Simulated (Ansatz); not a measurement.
# TiH+ (triplet): from Hartree-Fock to the top rungs, def2-QZVPP

The task here is to estimate one member of a computed series from the others.

Computed with Ansatz 0.2.0, Gaussian basis. Level: def2-QZVPP, core rule «outside noble gas», up to 9 orbitals frozen.

To be run: UHF; ROHF; CCSD(T) on UHF.

2 further runs of the same task are left out: 2 set aside as unsound or not needed.

**What is computed**

The geometry is a PBE0/def2-TZVP stationary point (not a proven minimum) of the parent state, kept for this charge and spin.

2 atoms, charge 1, spin multiplicity 3.

Atoms are counted from 1 here; the program's logs count them from 0.

Bond lengths: Ti1–H2 1.757 Å.

Geometry (Å):

```xyz
2
HTi
Ti    0.0000    0.0000    0.0000
H     0.0000    0.0000    1.7567
```

The first run:

Input file in.yaml:

```yaml
crystal:
  periodic: [false, false, false]
  atoms:
    - {symbol: Ti, position_ang: [0.000000, 0.000000, 0.000000]}
    - {symbol: H, position_ang: [0.000000, 0.000000, 1.756681]}
basis:
  gaussian: {orbitals: "def2-QZVPP.json"}
total_charge: 1
magnetization: {spin_polarized: true, initial_magnetization: 2}
hamiltonian: {xc: hf}
output: {orbitals: {seedname: orbitals}}
```

On the command line:

```sh
ansatz run in.yaml --threads 1 --pin off --events-out ev --progress --plain --max-ram 4096MiB --backend cpu
```

Among the steps run: UHF; ROHF; CCSD(T) on UHF.

One of the session's tables, all rows but one given; the rest of the session is left out.

| method | from UCCSD(T) (kcal/mol) |
| --- | --- |
| ROHF | ? |
| UHF | +36.90 |
| UMP2 | +8.52 |
| UCCSD | +0.76 |
| UCCSD(T) | 0 |

**Question.** Estimate the row for ROHF.

The run gave: from UCCSD(T) (kcal/mol): +40.48. In the column «from UCCSD(T) (kcal/mol)» it is the highest.
